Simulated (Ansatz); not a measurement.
**C2H9InSi: up Jacob's ladder to CCSD(T)**

An exercise on one series of results from a longer session: the logs are not shown, and one member is left open.

The runs use Ansatz 0.2.0, Gaussian basis; functionals in def2-TZVPP, the program's frozen cores in correlated methods.

Levels to be run: LDA (SPW92), PBE-D4, revPBE-D4, BLYP-D4, r2SCAN-D4, B97M-V, PBE0-D4, B3LYP-D4, r2SCANh-D4, r2SCAN0-D4, HSE06-D4, BHLYP-D4, CAM-B3LYP-D4, LC-ωPBE, ωB97X-V, ωB97M-V, B2PLYP, PBE-QIDH; CCSD(T)/def2-SVP; CCSD(T)/def2-TZVPP; MP2/def2-QZVPP; extrapolation to the limit; RPA on PBE.

**Structure used throughout**

All runs share one geometry, relaxed beforehand with PBE0-D4 in a triple-zeta def2 set. In takes the def2 core potential; no spin-orbit term is included.

SMILES `C[CH]([SiH3])[InH2]`, 13 atoms, charge 0, spin multiplicity 1.

Atoms are counted from 1 here; the program's logs count them from 0.

Bond lengths: C1–C2 1.531 Å, C1–H5 1.094 Å, C1–H6 1.094 Å, C1–H7 1.096 Å, C2–Si3 1.864 Å, C2–In4 2.176 Å, C2–H8 1.097 Å, Si3–H9 1.492 Å, Si3–H10 1.490 Å, Si3–H11 1.493 Å, In4–H12 1.726 Å, In4–H13 1.730 Å. Angles: C2–C1–H5 112.5°, C2–C1–H6 111.5°, C2–C1–H7 111.7°, H5–C1–H6 106.8°, H5–C1–H7 107.0°, H6–C1–H7 107.0°, C1–C2–Si3 112.5°, C1–C2–In4 112.8°, C1–C2–H8 110.9°, Si3–C2–In4 108.9°, Si3–C2–H8 106.3°, In4–C2–H8 104.9°, C2–Si3–H9 112.2°, C2–Si3–H10 110.8°, C2–Si3–H11 110.4°, H9–Si3–H10 108.6°, H9–Si3–H11 107.1°, H10–Si3–H11 107.6° and more.

Set-up of the first run:

in.yaml

```yaml
crystal:
  periodic: [false, false, false]
  atoms:
    - {symbol: C, position_ang: [-1.407853, 0.162752, 0.712344]}
    - {symbol: C, position_ang: [-0.323271, -0.279131, -0.273852]}
    - {symbol: Si, position_ang: [1.118720, -1.102097, 0.573938]}
    - {symbol: In, position_ang: [0.418849, 1.356596, -1.501253]}
    - {symbol: H, position_ang: [-2.270039, 0.612733, 0.212223]}
    - {symbol: H, position_ang: [-1.029158, 0.906623, 1.419247]}
    - {symbol: H, position_ang: [-1.784627, -0.678819, 1.305197]}
    - {symbol: H, position_ang: [-0.719325, -1.011832, -0.988167]}
    - {symbol: H, position_ang: [0.685189, -2.216172, 1.467391]}
    - {symbol: H, position_ang: [2.081158, -1.643568, -0.426453]}
    - {symbol: H, position_ang: [1.855070, -0.118596, 1.422658]}
    - {symbol: H, position_ang: [1.288775, 1.044819, -2.959456]}
    - {symbol: H, position_ang: [0.086512, 2.966695, -0.963827]}
basis:
  gaussian: {orbitals: def2-TZVPP}
hamiltonian: {xc: lda}
output: {orbitals: {seedname: orbitals}}
```

Launch:

```console
$ ansatz run in.yaml --threads 4 --pin off --events-out ev --progress --plain --max-ram 10444MiB
```

Steps of the session up to this table: LDA; PBE-D4 (GGA); revPBE-D4 (GGA); BLYP-D4 (GGA); r2SCAN-D4 (meta-GGA); B97M-V (meta-GGA); PBE0-D4 (hybrid); B3LYP-D4 (hybrid); r2SCANh-D4 (hybrid); r2SCAN0-D4 (hybrid); HSE06-D4 (hybrid); BHLYP-D4 (hybrid); CAM-B3LYP-D4 (range-separated); LC-ωPBE (range-separated); ωB97X-V (range-separated); ωB97M-V (range-separated); B2PLYP (double hybrid); PBE-QIDH (double hybrid).

One of the session's tables, all rows but one given; the rest of the session is left out.

It belongs to the step «Frontier levels by functional». 

```
  functional  HOMO (eV)  LUMO (eV)  gap (eV)
 LDA (SPW92)      -6.19      -2.77      3.42
      PBE-D4      -6.07      -2.49      3.57
   revPBE-D4      -6.02      -2.36      3.65
     BLYP-D4      -5.94      -2.46      3.48
   r2SCAN-D4      -6.26      -2.22      4.04
      B97M-V      -6.38      -2.54      3.84
     PBE0-D4      -7.14      -1.76      5.38
    B3LYP-D4          ?          ?         ?
  r2SCANh-D4      -6.67      -1.97      4.70
  r2SCAN0-D4      -7.28      -1.60      5.68
    HSE06-D4      -6.75      -2.12      4.63
    BHLYP-D4      -8.13      -1.11      7.02
CAM-B3LYP-D4      -8.40      -0.96      7.44
     LC-ωPBE      -9.70       0.16      9.86
     ωB97X-V      -9.37       0.00      9.36
     ωB97M-V      -9.25      -0.30      8.95
```

**Question.** Estimate the row for B3LYP-D4.

Worked estimate for «HOMO (eV)». Against the share of exact exchange, BLYP-D4 (0, -5.94), BHLYP-D4 (0.5, -8.13) give a slope of -4.38 per unit share; at 0.2 the line stands at -6.82.

As computed: HOMO (eV): -6.95; LUMO (eV): -2.03; gap (eV): 4.92. In «HOMO (eV)» the line misses by +0.13.
